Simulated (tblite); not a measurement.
# C4H11N2PSi: the cost of one run

Programs: tblite 0.8.0 and PySCF 2.14.0, with density-fitted response routines of our own. Each step states its level of theory. These are calculated values for one molecule in the gas phase, unless marked as measured. Atoms count from 0, in the outputs and in this text.

### 1 Starting geometry

19 atoms, charge 0, multiplicity 1; geometry from: force field or distance geometry start.

Bonds of the start (Å): C0–C1 1.33, C1–C2 1.50, C2–Si3 1.85, Si3–N4 1.69, Si3–P5 2.19, Si3–N6 1.73, N6–C7 1.28, C0–H8 1.08, C0–H9 1.09, C1–H10 1.10, C2–H11 1.10, C2–H12 1.11, N4–H13 1.01, N4–H14 1.02, P5–H15 1.41, P5–H16 1.42, C7–H17 1.10, C7–H18 1.11.

### 2 Relaxing the molecule with GFN2-xTB

Job settings and geometry (Å):

```
{"job": {"kind": "relax", "xc": "GFN2-xTB", "basis": "xTB"}, "charge": 0, "multiplicity": 1}
C      1.155400     0.650200    -2.854400
C      0.871800    -0.130700    -1.814400
C     -0.444800    -0.172800    -1.088500
Si    -0.419200     0.210400     0.716900
N      0.280500     1.687800     1.129900
P     -2.377100     0.136600     1.693800
N      0.700300    -0.829500     1.528600
C      0.457000    -2.091100     1.541800
H      2.128000     0.626200    -3.327900
H      0.405500     1.337000    -3.257000
H      1.651500    -0.808600    -1.442900
H     -0.880900    -1.173600    -1.237800
H     -1.156200     0.526200    -1.567800
H      0.565600     1.603800     2.095000
H      1.163100     1.745500     0.622900
H     -2.865800     1.361000     1.196200
H     -1.969600     0.687700     2.939200
H      1.150300    -2.781900     2.049400
H     -0.425400    -2.574700     1.069800
```

Command:

```bash
$ OMP_NUM_THREADS=1 python probes_run.py task.json out
```

This one command runs all jobs of the session in turn.

**Question.** How long does this first job take on 1 thread of Arm Neoverse N1, shared host?

About 2 s.
